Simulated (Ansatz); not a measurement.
**ZrC (antiNiAs): equation of state and elastic constants**

An exercise on one series of results from a longer session: the logs are not shown, and one member is left open.

Computed with Ansatz 0.2.0 (DFT PBEsol, scalar-relativistic, plane waves, PAW, unless a step's input says otherwise).

**The structure to begin with**

Symmetry: P6_3/mmc, No. 194, hexagonal system. The conventional cell has a = 3.350 Å, b = 3.350 Å, c = 5.227 Å, α = 90.00°, β = 90.00°, γ = 120.00°. Zr (site symmetry -6m2) is surrounded by 6 C at 2.33 Å. Around C (site symmetry -3m) lie 6 Zr at 2.33 Å.

Coordinates:

```
Zr C
1.0
     3.35024    0.00000    0.00000
    -1.67512    2.90140    0.00000
     0.00000    0.00000    5.22726
Zr C
2 2
Cartesian
  0.0000 1.9343 1.3068
  1.6751 0.9671 3.9204
  0.0000 0.0000 0.0000
  0.0000 0.0000 2.6136
```

This cell comes from an earlier session at PBEsol: 12.703 Å³/atom at 0.01 GPa, on a 10×10×6 mesh.

Volume factors to run: 0.980, 1.020, 0.960, 1.040.

The first run:

Contents of input.yaml:

```yaml
crystal:
  lattice:
    - [3.327758361, 0.0, 0.0]
    - [-1.6638791805, 2.8819232783, 0.0]
    - [0.0, 0.0, 5.1921812443]
  atoms:
    - { symbol: Zr, position: [0.3333333333, 0.6666666667, 0.25] }
    - { symbol: Zr, position: [0.6666666667, 0.3333333333, 0.75] }
    - { symbol: C, position: [0.0, 0.0, 0.0] }
    - { symbol: C, position: [0.0, 0.0, 0.5] }
basis:
  ecutwfc: 420
  ecutrho_ratio: 4
kpoints:
  mp_grid: { grid: [10, 10, 6] }
hamiltonian:
  xc: pbesol
scf:
  occupations: { method: gaussian, width: 0.05 }
output:
  forces: true
  stress: true
  eigenvalues: true
relax:
  f_tol: 0.01
  max_steps: 40
  cell: { stress_tol: 0.1, fix: [volume] }
```

Among the steps run: At 0.980 of the relaxed volume; Scaling the volume by 1.020; At 0.960 of the relaxed volume; Volume × 1.040.

One of the session's tables, all rows but one given; the rest of the session is left out.

```
volume (Å³/atom)  energy (meV/atom)  pressure (GPa)
          12.195              15.88           10.37
          12.449                  ?               ?
          12.703               0.00            0.01
          12.957               3.56           -4.43
          13.211              13.81           -8.44
```

Estimate the missing values for volume (Å³/atom) = 12.449.

Worked estimate for «energy (meV/atom)». A straight line through the neighbours (12.195, 15.88) and (12.703, 0.00) gives 15.88 + (0.00 − 15.88) × (12.449 − 12.195) / (12.703 − 12.195) = 7.94; a parabola fitted to 3 rows on both sides gives 4.11.

**Answer.** energy (meV/atom): 3.84; pressure (GPa): 4.91. In «energy (meV/atom)» the line misses by +4.10 and the parabola by +0.27.

volume (Å³/atom), energy (meV/atom) and a bar:
```
    12.19       15.9 ##############################
    12.45        3.8 #######
    12.70        0.0 
    12.96        3.6 #######
    13.21       13.8 ##########################
```
